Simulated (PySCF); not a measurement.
**C₅H₁₀F₂Ge: NMR shifts and electronic excitations in gas and solvents**

Aim: compute the NMR shifts and electronic excitations of C₅H₁₀F₂Ge (`F[C@@H]1CC[CH2][Ge@@H]([F])[CH2]1`), and see what a dielectric continuum does where one was used.

Programs: PySCF 2.14.0, with density-fitted response routines of our own. Each step states its level of theory. These are calculated values for one molecule, in the gas phase or a continuum, unless marked as measured. Atoms are numbered from 0 throughout.

## 1. Starting geometry

18 atoms, charge 0, multiplicity 1; geometry from: GFN2-xTB.

Bonds of the start (Å): F0–C1 1.39, C1–C2 1.53, C2–C3 1.53, C3–C4 1.53, C4–Ge5 1.98, Ge5–F6 1.77, Ge5–C7 1.98, C7–C1 1.52, C1–H8 1.10, C2–H9 1.09, C2–H10 1.09, C3–H11 1.09, C3–H12 1.09, C4–H13 1.09, C4–H14 1.09, Ge5–H15 1.51, C7–H16 1.09, C7–H17 1.09.

## 2. Relaxing the molecule at PBE0-D3(BJ)/def2-SVP

The job: settings as JSON, then the geometry in Å.

```
{"job": {"xc": "PBE0", "basis": "def2-SVP", "d3": "d3bj", "grid": 1, "kind": "geom"}, "charge": 0, "multiplicity": 1}
F     -0.002408    -1.189370    -1.698577
C     -0.422825    -1.402707    -0.387380
C     -1.444827    -0.323378    -0.022529
C     -1.040671     1.087449    -0.457984
C      0.176759     1.635930     0.283252
Ge     1.685469     0.358525     0.106877
F      2.825808     0.639145     1.433186
C      0.827540    -1.393104     0.475561
H     -0.899609    -2.392678    -0.389963
H     -1.599299    -0.355365     1.057664
H     -2.391808    -0.569021    -0.508622
H     -0.840011     1.075782    -1.530583
H     -1.892106     1.752803    -0.291045
H      0.424032     2.628861    -0.091137
H     -0.046640     1.733310     1.348668
H      2.611678     0.439144    -1.084893
H      1.460439    -2.241466     0.218062
H      0.559719    -1.477543     1.527788
```

Standard output:

```text
step   0  E = -2472.06068733  max force = 0.023376
step   1  E = -2472.06344284  max force = 0.013085
step   2  E = -2472.06416606  max force = 0.003438
step   3  E = -2472.06431168  max force = 0.001187
step   4  E = -2472.06433193  max force = 0.000964
step   5  E = -2472.06434561  max force = 0.000531
step   6  E = -2472.06435093  max force = 0.000534
step   7  E = -2472.06435140  max force = 0.000423
optimisation converged
```

It took 2.4 min on 1 thread, shared host.

Step by step:

```tsv
step	energy from step 0 (eV)	largest force component (eV/Å)
0	0.0000	1.2020
1	-0.0750	0.6729
2	-0.0947	0.1768
3	-0.0986	0.0610
4	-0.0992	0.0496
5	-0.0995	0.0273
6	-0.0997	0.0275
7	-0.0997	0.0218
```

Distances of close pairs at the start and the end, largest changes first:

```tsv
bond	before (Å)	after (Å)	change (Å)
C4–Ge5	1.985	1.947	-0.038
Ge5–C7	1.985	1.952	-0.033
Ge5–H15	1.512	1.536	+0.025
Ge5–F6	1.772	1.754	-0.017
C7–H17	1.089	1.102	+0.013
C2–H9	1.092	1.104	+0.012
C3–H11	1.091	1.102	+0.011
C4–H13	1.090	1.101	+0.011
```

The final coordinates are the input of the step that follows.

```tsv
at the end point	value
point group (found at 0.08 Å tolerance)	C1
rotational constants (GHz, main isotopes)	2.444, 1.131, 0.940
dipole moment (D)	2.36
```

## 3. Shielding tensors: PBE0/pcSseg-1 in chloroform

The job: settings as JSON, then the geometry in Å.

```
{"job": {"kind": "nmr", "xc": "PBE0", "basis": "pcSseg-1", "solvent": "chloroform", "pop": true}, "charge": 0, "multiplicity": 1}
F      0.086629    -1.239439    -1.774375
C     -0.379487    -1.412362    -0.472545
C     -1.431365    -0.342317    -0.202580
C     -0.986574     1.082485    -0.535655
C      0.156125     1.627441     0.326939
Ge     1.654267     0.385024     0.381995
F      2.482091     0.615076     1.911669
C      0.822154    -1.379211     0.455607
H     -0.855462    -2.408566    -0.442238
H     -1.742584    -0.419637     0.853850
H     -2.320618    -0.581482    -0.807096
H     -0.697059     1.105030    -1.598982
H     -1.860527     1.749283    -0.448824
H      0.477493     2.619020    -0.026172
H     -0.169422     1.752115     1.374078
H      2.734544     0.570335    -0.694766
H      1.527404    -2.181439     0.193192
H      0.503251    -1.543236     1.497268
```

Method: GIAO PBE0/pcSseg-1 NMR shielding, non-relativistic, IEF-PCM chloroform.

Standard output:

```text
coarse grid: 68640 points
cycle   1  E = -2472.2042090104  dE =  8.302e-02  |g| = 1.151e+00  |ddm| = 3.812e+00
cycle   2  E = -2472.0657346653  dE =  1.385e-01  |g| = 1.494e+00  |ddm| = 1.577e+00
cycle   3  E = -2472.3470271650  dE = -2.813e-01  |g| = 1.836e-01  |ddm| = 1.045e+00
cycle   4  E = -2472.3514094451  dE = -4.382e-03  |g| = 6.994e-02  |ddm| = 1.547e-01
cycle   5  E = -2472.3521500528  dE = -7.406e-04  |g| = 6.880e-03  |ddm| = 5.011e-02
cycle   6  E = -2472.3521588927  dE = -8.840e-06  |g| = 3.036e-03  |ddm| = 7.780e-03
final grid: 146008 points
cycle   7  E = -2472.3522264129  dE =  1.030e-06  |g| = 3.894e-03  |ddm| = 5.657e-03
cycle   8  E = -2472.3522242206  dE =  2.192e-06  |g| = 5.137e-03  |ddm| = 6.558e-03
cycle   9  E = -2472.3522293722  dE = -5.152e-06  |g| = 4.178e-04  |ddm| = 3.794e-03
cycle  10  E = -2472.3522293966  dE = -2.439e-08  |g| = 2.508e-05  |ddm| = 2.620e-04
cycle  11  E = -2472.3522293967  dE = -1.014e-10  |g| = 8.121e-06  |ddm| = 2.293e-05
converged SCF energy = -2472.3522293967

GIAO shielding tensors (ppm)
atom      isotropic    diamagn.    paramagn.     s11        s22        s33       span
  0 F      379.577     477.805     -98.228    345.648    359.654    433.429     87.780
  1 C       91.912     243.317    -151.405     57.838     73.779    144.120     86.281
  2 C      150.322     249.068     -98.745    140.852    152.766    157.349     16.498
  3 C      165.831     245.896     -80.065    150.184    170.205    177.104     26.920
  4 C      167.789     251.311     -83.521    156.427    164.219    182.721     26.294
  5 Ge    1233.749    2754.137   -1520.388   1087.583   1212.033   1401.632    314.049
  6 F      414.587     475.323     -60.736    397.394    414.183    432.184     34.790
  7 C      159.689     253.473     -93.785    140.351    156.358    182.357     42.006
  8 H       26.025      28.848      -2.824     23.563     24.138     30.373      6.810
  9 H       29.902      30.884      -0.982     27.061     27.455     35.191      8.129
 10 H       29.308      29.615      -0.307     24.391     27.314     36.217     11.826
 11 H       29.321      30.307      -0.987     25.697     27.767     34.497      8.800
 12 H       29.458      28.843       0.615     23.076     27.739     37.559     14.483
 13 H       29.733      28.797       0.935     24.491     27.515     37.192     12.701
 14 H       30.154      30.041       0.113     25.668     28.551     36.243     10.575
 15 H       25.574      27.509      -1.935     18.952     21.467     36.304     17.351
 16 H       29.237      29.162       0.076     24.799     27.077     35.837     11.038
 17 H       30.101      30.407      -0.305     26.489     27.613     36.202      9.712
```

Run time: 40 s. Hardware: 1 thread, shared host.

The references, computed at this level on geometries of the same kind, shield at (ppm): ¹H TMS 31.25, ¹³C TMS 185.2, ¹⁹F CFCl3 179.6, ⁷³Ge GeMe4 1330. Their shielding less the atom's gives the shift. The references are single molecules in the same continuum, so shifts against H2O, NH3, PH3, H3PO4 or CFCl3 are not on the usual liquid scales and can be off by tens of ppm.

```tsv
atoms	environment	σ (ppm)	δ (ppm)
C1	sp3 CH bonded to F	91.9	93.3
C2	sp3 CH2 in a ring	150.3	34.8
C7	sp3 CH2 bonded to Ge	159.7	25.5
C3	sp3 CH2 in a ring	165.8	19.3
C4	sp3 CH2 bonded to Ge	167.8	17.4
H15	hydrogen on a germanium bonded to 2 C, F, in a 6-membered ring	25.57	5.67
H8	hydrogen on an sp3 CH bonded to F	26.02	5.22
H16	hydrogen on an sp3 CH2 bonded to Ge	29.24	2.01
H10	hydrogen on an sp3 CH2 in a ring	29.31	1.94
H11	hydrogen on an sp3 CH2 in a ring	29.32	1.93
H12	hydrogen on an sp3 CH2 in a ring	29.46	1.79
H13	hydrogen on an sp3 CH2 bonded to Ge	29.73	1.51
H9	hydrogen on an sp3 CH2 in a ring	29.90	1.34
H17	hydrogen on an sp3 CH2 bonded to Ge	30.10	1.15
H14	hydrogen on an sp3 CH2 bonded to Ge	30.15	1.09
F0	fluorine on an sp3 carbon	379.6	-200.0
F6	fluorine bonded to Ge	414.6	-235.0
Ge5	germanium bonded to 2 C, F, H, in a 6-membered ring	1234	96
```

The run also stored atomic charges by several schemes (e):

```tsv
atoms	Mulliken	IAO	Hirshfeld	ESP fit
F0	-0.36	-0.35	-0.12	-0.29
C1	0.14	0.19	0.07	0.36
C2	-0.23	-0.28	-0.08	-0.30
C3	-0.23	-0.25	-0.07	0.16
C4	-0.50	-0.53	-0.15	-0.43
Ge5	0.91	1.08	0.46	0.81
F6	-0.53	-0.55	-0.29	-0.43
C7	-0.49	-0.55	-0.16	-0.54
```

Mayer bond orders: F0–C1 0.83, C1–C2 1.02, C2–C3 1.03, C3–C4 1.01, C4–Ge5 0.95, Ge5–F6 0.75, Ge5–C7 0.91, C7–C1 1.00.

Ring of atoms C1, C2, C3, C4, Ge5, C7: NICS(0) -1.1, NICS(1) -1.5, NICS(1)zz 4.6 ppm (means of both faces).

## 4. Nuclear shieldings: PBE0/pcSseg-1 in methanol

Settings changed since step 3:

```diff
@@ -1,2 +1,2 @@
-{"job": {"kind": "nmr", "xc": "PBE0", "basis": "pcSseg-1", "solvent": "chloroform", "pop": true}, "charge": 0, "multiplicity": 1}
+{"job": {"kind": "nmr", "xc": "PBE0", "basis": "pcSseg-1", "solvent": "methanol", "pop": false}, "charge": 0, "multiplicity": 1}
 F      0.086629    -1.239439    -1.774375
```

Method: GIAO PBE0/pcSseg-1 NMR shielding, non-relativistic, IEF-PCM methanol.

Standard output:

```text
coarse grid: 68640 points
cycle   1  E = -2472.2075466609  dE =  7.980e-02  |g| = 1.150e+00  |ddm| = 3.812e+00
cycle   2  E = -2472.0752578963  dE =  1.323e-01  |g| = 1.479e+00  |ddm| = 1.551e+00
cycle   3  E = -2472.3495448020  dE = -2.743e-01  |g| = 1.766e-01  |ddm| = 1.022e+00
cycle   4  E = -2472.3535436446  dE = -3.999e-03  |g| = 6.873e-02  |ddm| = 1.488e-01
cycle   5  E = -2472.3542555250  dE = -7.119e-04  |g| = 6.358e-03  |ddm| = 4.851e-02
cycle   6  E = -2472.3542629598  dE = -7.435e-06  |g| = 2.867e-03  |ddm| = 7.147e-03
final grid: 146008 points
cycle   7  E = -2472.3543303260  dE =  8.655e-07  |g| = 3.641e-03  |ddm| = 5.361e-03
cycle   8  E = -2472.3543284979  dE =  1.828e-06  |g| = 4.742e-03  |ddm| = 6.050e-03
cycle   9  E = -2472.3543329617  dE = -4.464e-06  |g| = 3.808e-04  |ddm| = 3.478e-03
cycle  10  E = -2472.3543329820  dE = -2.030e-08  |g| = 2.219e-05  |ddm| = 2.378e-04
cycle  11  E = -2472.3543329820  dE = -8.413e-11  |g| = 8.138e-06  |ddm| = 2.170e-05
converged SCF energy = -2472.3543329820

GIAO shielding tensors (ppm)
atom      isotropic    diamagn.    paramagn.     s11        s22        s33       span
  0 F      381.348     478.047     -96.698    347.204    361.350    435.490     88.286
  1 C       91.515     243.486    -151.971     57.109     73.232    144.204     87.095
  2 C      150.545     249.026     -98.482    141.116    153.026    157.493     16.377
  3 C      165.859     245.994     -80.135    150.133    170.145    177.299     27.167
  4 C      167.871     251.355     -83.485    156.207    164.504    182.900     26.693
  5 Ge    1229.582    2754.254   -1524.672   1079.404   1210.193   1399.149    319.745
  6 F      417.077     475.654     -58.577    399.439    416.595    435.197     35.758
  7 C      159.796     253.473     -93.677    140.426    156.467    182.496     42.070
  8 H       25.964      28.790      -2.825     23.511     24.074     30.307      6.796
  9 H       29.808      30.789      -0.981     26.963     27.334     35.126      8.163
 10 H       29.298      29.599      -0.300     24.366     27.303     36.225     11.859
 11 H       29.354      30.381      -1.028     25.726     27.810     34.525      8.799
 12 H       29.426      28.824       0.601     23.051     27.695     37.531     14.480
 13 H       29.704      28.756       0.948     24.442     27.490     37.181     12.739
 14 H       30.112      30.006       0.106     25.615     28.502     36.220     10.605
 15 H       25.563      27.556      -1.993     18.940     21.486     36.263     17.322
 16 H       29.216      29.125       0.091     24.755     27.061     35.833     11.078
 17 H       30.010      30.303      -0.293     26.387     27.494     36.148      9.762
```

Wall time 38 s (1 thread, shared host).

Key values: δ C1 93.9, C2 34.9, C7 25.7, C3 19.6, H15 5.68, H8 5.28 ppm.

## 5. TDDFT and polarisability: B3LYP/def2-SVPD

Settings changed since step 4:

```diff
@@ -1,2 +1,2 @@
-{"job": {"kind": "nmr", "xc": "PBE0", "basis": "pcSseg-1", "solvent": "methanol", "pop": false}, "charge": 0, "multiplicity": 1}
+{"job": {"kind": "uv", "xc": "B3LYP", "basis": "def2-SVPD", "dynamic": true, "nstates": 6, "ntriplets": 0}, "charge": 0, "multiplicity": 1}
 F      0.086629    -1.239439    -1.774375
```

Method: TDDFT B3LYP/def2-SVPD, vertical, gas phase, core orbitals frozen in the response.

Standard output:

```text
coarse grid: 68640 points
cycle   1  E = -2472.6672513037  dE =  7.350e-02  |g| = 8.995e-01  |ddm| = 6.140e+00
cycle   2  E = -2472.4521456180  dE =  2.151e-01  |g| = 1.477e+00  |ddm| = 2.498e+00
cycle   3  E = -2472.8023785396  dE = -3.502e-01  |g| = 1.839e-01  |ddm| = 1.453e+00
cycle   4  E = -2472.8082643102  dE = -5.886e-03  |g| = 4.935e-02  |ddm| = 2.356e-01
cycle   5  E = -2472.8087019295  dE = -4.376e-04  |g| = 1.253e-02  |ddm| = 7.098e-02
cycle   6  E = -2472.8087324319  dE = -3.050e-05  |g| = 4.205e-03  |ddm| = 2.372e-02
cycle   7  E = -2472.8087353232  dE = -2.891e-06  |g| = 8.355e-04  |ddm| = 5.579e-03
final grid: 146008 points
cycle   8  E = -2472.8087556394  dE = -4.500e-08  |g| = 1.260e-03  |ddm| = 1.533e-02
cycle   9  E = -2472.8087551788  dE =  4.606e-07  |g| = 2.027e-03  |ddm| = 3.786e-03
cycle  10  E = -2472.8087559558  dE = -7.770e-07  |g| = 1.082e-04  |ddm| = 2.037e-03
cycle  11  E = -2472.8087559584  dE = -2.626e-09  |g| = 1.895e-05  |ddm| = 2.188e-04
cycle  12  E = -2472.8087559585  dE = -7.503e-11  |g| = 4.808e-06  |ddm| = 3.094e-05
converged SCF energy = -2472.8087559585

Static polarisability (au): isotropic 85.394, principal 76.267 87.479 92.436

Singlet excitations
state   eV       nm        f      main configurations
  1   6.8023    182.3   0.00019   H->L 0.94
  2   7.2599    170.8   0.00434   H->L+1 0.94
  3   7.4894    165.5   0.00276   H-1->L 0.87
  4   7.5972    163.2   0.00209   H->L+2 0.91
  5   7.8364    158.2   0.04018   H->L+3 0.97
  6   7.9830    155.3   0.00470   H-1->L+1 0.85
```

Run time: 91 s. Hardware: 1 thread, shared host.

Frontier orbitals and where they lie:

```tsv
orbital	eV	atoms
HOMO−3	-9.56	C3 26 %, H11 15 %, C4 14 %
HOMO−2	-9.47	F0 24 %, C2 17 %, C1 14 %
HOMO−1	-8.52	Ge5 20 %, H15 18 %, C7 12 %
HOMO	-7.82	C4 22 %, C7 17 %, Ge5 17 %
LUMO	-0.06	Ge5 16 %, C3 8 %, C1 8 %
LUMO+1	0.36	Ge5 35 %, F6 12 %, H15 7 %
LUMO+2	0.63	Ge5 13 %, C7 10 %, H13 9 %
```

With each of the 6 states as a Gaussian band of 0.4 eV half-width at 1/e, the curve within the window shown has maxima at 159 nm (ε 1,900) L/(mol cm). Beyond the last state computed it falls off for lack of states. The curve at chosen wavelengths:

nm, ε (L/mol/cm) and a bar:
```
      150        583 #########
      152        968 ###############
      154       1386 ######################
      156       1732 ###########################
      158       1913 ##############################
      160       1893 ##############################
      162       1701 ###########################
      164       1413 ######################
      166       1105 #################
      168        829 #############
      170        608 ##########
      172        441 #######
      174        318 #####
      176        227 ####
      178        159 ##
      180        109 ##
      182         73 #
      184         48 #
      186         31 
      188         19 
      190         12 
      192          8 
      194          5 
      196          3 
      198          2 
      200          1
```

Ground-state properties from the same run:

```tsv
property	computed
dipole moment (D)	2.53
polarisability (Å³)	12.65
HOMO–LUMO gap (eV)	7.76
−ε(HOMO) (eV)	7.82
C6 with itself (au)	3162
```

## 6. Excited states and response: B3LYP/def2-SVPD in chloroform

Settings changed since step 5:

```diff
@@ -1,2 +1,2 @@
-{"job": {"kind": "uv", "xc": "B3LYP", "basis": "def2-SVPD", "dynamic": true, "nstates": 6, "ntriplets": 0}, "charge": 0, "multiplicity": 1}
+{"job": {"kind": "uv", "xc": "B3LYP", "basis": "def2-SVPD", "solvent": "chloroform", "nstates": 6, "ntriplets": 0}, "charge": 0, "multiplicity": 1}
 F      0.086629    -1.239439    -1.774375
```

Method: TDDFT B3LYP/def2-SVPD, vertical, IEF-PCM chloroform (non-equilibrium linear response), core orbitals frozen in the response.

Standard output:

```text
coarse grid: 68640 points
cycle   1  E = -2472.6776909738  dE =  6.356e-02  |g| = 8.927e-01  |ddm| = 6.139e+00
cycle   2  E = -2472.4875095999  dE =  1.902e-01  |g| = 1.421e+00  |ddm| = 2.462e+00
cycle   3  E = -2472.8100071265  dE = -3.225e-01  |g| = 1.658e-01  |ddm| = 1.397e+00
cycle   4  E = -2472.8147294536  dE = -4.722e-03  |g| = 4.489e-02  |ddm| = 2.177e-01
cycle   5  E = -2472.8150885620  dE = -3.591e-04  |g| = 1.014e-02  |ddm| = 6.371e-02
cycle   6  E = -2472.8151085434  dE = -1.998e-05  |g| = 3.831e-03  |ddm| = 2.156e-02
cycle   7  E = -2472.8151110154  dE = -2.472e-06  |g| = 6.702e-04  |ddm| = 4.773e-03
final grid: 146008 points
cycle   8  E = -2472.8151300501  dE = -1.229e-07  |g| = 9.881e-04  |ddm| = 1.519e-02
cycle   9  E = -2472.8151298016  dE =  2.486e-07  |g| = 1.547e-03  |ddm| = 2.853e-03
cycle  10  E = -2472.8151302344  dE = -4.328e-07  |g| = 8.001e-05  |ddm| = 1.501e-03
cycle  11  E = -2472.8151302358  dE = -1.420e-09  |g| = 1.793e-05  |ddm| = 1.785e-04
cycle  12  E = -2472.8151302359  dE = -5.548e-11  |g| = 4.519e-06  |ddm| = 2.555e-05
converged SCF energy = -2472.8151302359

Static polarisability (au): isotropic 105.871, principal 96.114 108.269 113.231

Singlet excitations
state   eV       nm        f      main configurations
  1   6.6826    185.5   0.00016   H->L 0.98
  2   7.1856    172.5   0.00504   H->L+1 0.98
  3   7.4128    167.3   0.00509   H-1->L 0.96
  4   7.6097    162.9   0.00586   H->L+2 0.96
  5   7.7508    160.0   0.06195   H->L+3 0.97
  6   7.9469    156.0   0.01729   H-1->L+1 0.91
```

Run time: 75 s. Hardware: 1 thread, shared host.

Key values: HOMO -7.61 eV, LUMO 0.07 eV; lowest singlet 6.68 eV.

## 7. Ultraviolet spectrum: B3LYP/def2-SVPD in methanol

Settings changed since step 6:

```diff
@@ -1,2 +1,2 @@
-{"job": {"kind": "uv", "xc": "B3LYP", "basis": "def2-SVPD", "solvent": "chloroform", "nstates": 6, "ntriplets": 0}, "charge": 0, "multiplicity": 1}
+{"job": {"kind": "uv", "xc": "B3LYP", "basis": "def2-SVPD", "solvent": "methanol", "nstates": 6, "ntriplets": 0}, "charge": 0, "multiplicity": 1}
 F      0.086629    -1.239439    -1.774375
```

Method: TDDFT B3LYP/def2-SVPD, vertical, IEF-PCM methanol (non-equilibrium linear response), core orbitals frozen in the response.

Standard output:

```text
coarse grid: 68640 points
cycle   1  E = -2472.6810275153  dE =  6.035e-02  |g| = 8.908e-01  |ddm| = 6.139e+00
cycle   2  E = -2472.4973323829  dE =  1.837e-01  |g| = 1.407e+00  |ddm| = 2.456e+00
cycle   3  E = -2472.8125647197  dE = -3.152e-01  |g| = 1.614e-01  |ddm| = 1.384e+00
cycle   4  E = -2472.8170355840  dE = -4.471e-03  |g| = 4.355e-02  |ddm| = 2.139e-01
cycle   5  E = -2472.8173721115  dE = -3.365e-04  |g| = 9.578e-03  |ddm| = 6.161e-02
cycle   6  E = -2472.8173898847  dE = -1.777e-05  |g| = 3.729e-03  |ddm| = 2.088e-02
cycle   7  E = -2472.8173922219  dE = -2.337e-06  |g| = 6.370e-04  |ddm| = 4.543e-03
final grid: 146008 points
cycle   8  E = -2472.8174107037  dE = -1.361e-07  |g| = 9.348e-04  |ddm| = 1.516e-02
cycle   9  E = -2472.8174104891  dE =  2.146e-07  |g| = 1.454e-03  |ddm| = 2.680e-03
cycle  10  E = -2472.8174108670  dE = -3.779e-07  |g| = 7.548e-05  |ddm| = 1.404e-03
cycle  11  E = -2472.8174108683  dE = -1.257e-09  |g| = 1.769e-05  |ddm| = 1.715e-04
cycle  12  E = -2472.8174108683  dE = -5.184e-11  |g| = 4.615e-06  |ddm| = 2.442e-05
converged SCF energy = -2472.8174108683

Static polarisability (au): isotropic 115.523, principal 106.724 117.550 122.294

Singlet excitations
state   eV       nm        f      main configurations
  1   6.6235    187.2   0.00027   H->L 0.98
  2   7.1670    173.0   0.00401   H->L+1 0.98
  3   7.3738    168.1   0.00505   H-1->L 0.97
  4   7.6173    162.8   0.00595   H->L+2 0.96
  5   7.7225    160.5   0.05736   H->L+3 0.97
  6   7.9375    156.2   0.01837   H-1->L+1 0.92
```

It took 75 s on 1 thread, shared host.

Key values: HOMO -7.55 eV, LUMO 0.07 eV; lowest singlet 6.62 eV.

## 8. Side by side: NMR shifts

Shifts (ppm) of some atoms, chosen among heavy atoms and hydrogens apart, with basis size and wall time:

```tsv
run	C1	C3	H9	H17	F0	F6	Ge5	functions	time
PBE0/pcSseg-1 in chloroform	93.3	19.3	1.34	1.15	-200.0	-235.0	96	210	40 s
PBE0/pcSseg-1 in methanol	93.9	19.6	1.43	1.23	-200.8	-236.6	100	210	38 s
```

The continuum's effect on the ground state:

```tsv
solvent	ε	polarisation energy (Eh)	μ (D)
chloroform	4.71	-0.0065	2.83
methanol	32.61	-0.0091	3.00
```

## 9. Run by run: electronic excitations

Excitations and ground-state properties, with basis size and wall time:

```tsv
run	lowest singlet (eV)	brightest (eV)	f	gap (eV)	α (Å³)	μ (D)	functions	time
B3LYP/def2-SVPD	6.80	7.84	0.040	7.76	12.65	2.53	264	91 s
B3LYP/def2-SVPD in chloroform	6.68	7.75	0.062	7.68	15.69	3.04	264	75 s
B3LYP/def2-SVPD in methanol	6.62	7.72	0.057	7.62	17.12	3.24	264	75 s
```

The continuum's effect on the ground state:

```tsv
solvent	ε	polarisation energy (Eh)	μ (D)
chloroform	4.71	-0.0071	3.04
methanol	32.61	-0.0100	3.24
```

## 10. Summary of results

| quantity | value |
| --- | --- |
| point group | C1 |
| rotational constants (main isotopes) | 2.44, 1.13, 0.94 GHz |
| ¹³C shifts against TMS (PBE0/pcSseg-1, chloroform) | 93.3, 34.8, 25.5, 19.3, 17.4 ppm |
| ¹H shifts against TMS (PBE0/pcSseg-1, chloroform) | 5.67, 5.22, 2.01, 1.94, 1.93, 1.79, 1.51, 1.34, 1.15, 1.09 ppm |
| ¹⁹F shifts against CFCl3 (PBE0/pcSseg-1, chloroform) | -200.0, -235.0 ppm |
| ⁷³Ge shifts against GeMe4 (PBE0/pcSseg-1, chloroform) | 96 ppm |
| lowest singlet (B3LYP/def2-SVPD) | 6.80 eV (182 nm), f = 0.000 |
| brightest single state of those computed | state 5, 7.84 eV, f = 0.040 |
| range of the shift of Ge5 | 96 to 100 ppm |
| range of the lowest singlet | 6.62 to 6.80 eV |

**Reading.** The optimisation took 7 steps and gained 0.100 eV; among the close pairs (by a distance rule), C4–Ge5 changed most, from 1.985 to 1.947 Å. At PBE0/pcSseg-1: The widest tensor belongs to Ge5: span 314 ppm, with a paramagnetic part of -1520 ppm. The lowest singlet, at 6.80 eV, is HOMO→LUMO 0.94 and is dark; of the 6 states computed, the strongest absorption comes from state 5 at 7.84 eV. States above −ε(HOMO) lie where TDDFT describes them poorly and they hang on the basis; the brightest is among them. In ppm, Ge5 moves most: its shift spreads over 4 ppm, from 96 (PBE0/pcSseg-1 in chloroform) to 100 (PBE0/pcSseg-1 in methanol). The continuum holds electrostatics alone: no hydrogen bonds to the solvent, and the gas-phase geometry is kept. The lowest singlet runs from 6.62 eV (B3LYP/def2-SVPD in methanol) to 6.80 eV (B3LYP/def2-SVPD), while the orbital gap spans 7.62 to 7.76 eV. The lowest state need not be the same one in every run. Spin-orbit coupling is left out, which matters for shieldings and couplings at and beside the heavy atoms.
